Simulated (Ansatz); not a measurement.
Geometry optimisation, Ansatz, DFT PBEsol, scalar-relativistic, plane waves, PAW.

Input file:

```yaml
crystal:
  lattice:
    - [6.98, 0.0, 0.0]
    - [0.0, 6.98, 0.0]
    - [0.0, 0.0, 6.98]
  atoms:
    - { symbol: Li, position: [0.0, 0.0, 0.0] }
    - { symbol: Li, position: [0.5, 0.0, 0.0] }
    - { symbol: Li, position: [0.0, 0.5, 0.0] }
    - { symbol: Li, position: [0.0, 0.0, 0.5] }
    - { symbol: Li, position: [0.25, 0.25, 0.25] }
    - { symbol: Li, position: [0.5, 0.5, 0.0] }
    - { symbol: Li, position: [0.5, 0.0, 0.5] }
    - { symbol: Li, position: [0.75, 0.25, 0.25] }
    - { symbol: Li, position: [0.0, 0.5, 0.5] }
    - { symbol: Li, position: [0.25, 0.75, 0.25] }
    - { symbol: Li, position: [0.25, 0.25, 0.75] }
    - { symbol: Li, position: [0.5, 0.5, 0.5] }
    - { symbol: Li, position: [0.75, 0.75, 0.25] }
    - { symbol: Li, position: [0.75, 0.25, 0.75] }
    - { symbol: Li, position: [0.25, 0.75, 0.75] }
    - { symbol: Li, position: [0.75, 0.75, 0.75] }
    - { symbol: Li, position: [0.7532283, 0.1277657, 0.0020409] }
basis:
  ecutwfc: 420.0
kpoints:
  mp_grid: { grid: [3, 3, 3] }
hamiltonian:
  xc: pbesol
scf:
  occupations: { method: gaussian, width: 0.15 }
  lower_state_search: "off"
relax:
  f_tol: 0.03
  max_steps: 60
  adjacent_minimum: "off"
output:
  write_density: true
  write_potential: true
  elf: true
  volumetric_format: npy
```

Launched with:

```bash
$ ansatz run input.yaml --threads 2 --pin off --max-ram 5120MiB --backend cpu --events-out ev --progress --plain --runs-dir out
```

Where does it end, and by what steps?

The forces met the threshold. Limits of this set-up: coarse k mesh, a small cell, in which the defect meets its images, a typed lattice constant that wasn't relaxed here. After 10 steps the energy has fallen by 1.723 eV; Li17 moved furthest, 1.03 Å. Joined: Li1–Li3 (3.49 → 2.77 Å), Li4–Li17 (3.98 → 2.93 Å), Li5–Li17 (3.97 → 2.93 Å), Li6–Li12 (3.49 → 3.03 Å), Li8–Li13 (3.49 → 2.77 Å), Li15–Li16 (3.49 → 3.05 Å).

```tsv
step	energy less start (eV)	largest force component (eV/Å)	accepted
0	0.0000	1.596	yes
1	-0.9324	0.924	yes
2	-1.4382	0.298	yes
3	-1.5658	0.058	yes
4	-1.5894	0.054	yes
5	-1.6266	0.085	yes
6	-1.6463	0.083	yes
7	-1.6659	0.080	yes
8	-1.7024	0.040	yes
9	-1.7213	0.042	yes
10	-1.7226	0.022	yes
```

```xyz
17
Lattice="6.9800 0.0000 0.0000 0.0000 6.9800 0.0000 0.0000 0.0000 6.9800" Properties=species:S:1:pos:R:3
Li 0.416 -0.765 -0.337
Li 3.365 0.115 0.007
Li -0.045 3.489 -0.126
Li -0.045 -0.053 3.348
Li 1.606 1.792 1.711
Li 3.386 3.433 -0.154
Li 3.535 0.190 3.240
Li 4.883 2.514 2.142
Li 0.036 3.639 3.612
Li 1.880 5.086 1.793
Li 1.491 1.556 5.265
Li 3.163 3.326 3.805
Li 5.105 5.237 1.687
Li 5.247 1.639 5.112
Li 2.050 5.404 4.896
Li 5.084 5.297 5.151
Li 5.980 0.873 0.742
```

Whether the end is a true minimum wasn't checked by a vibrational analysis.

Time of the run: 90 s on 2 threads of Arm Neoverse V1, on a shared host, peak memory 0.56 GiB.
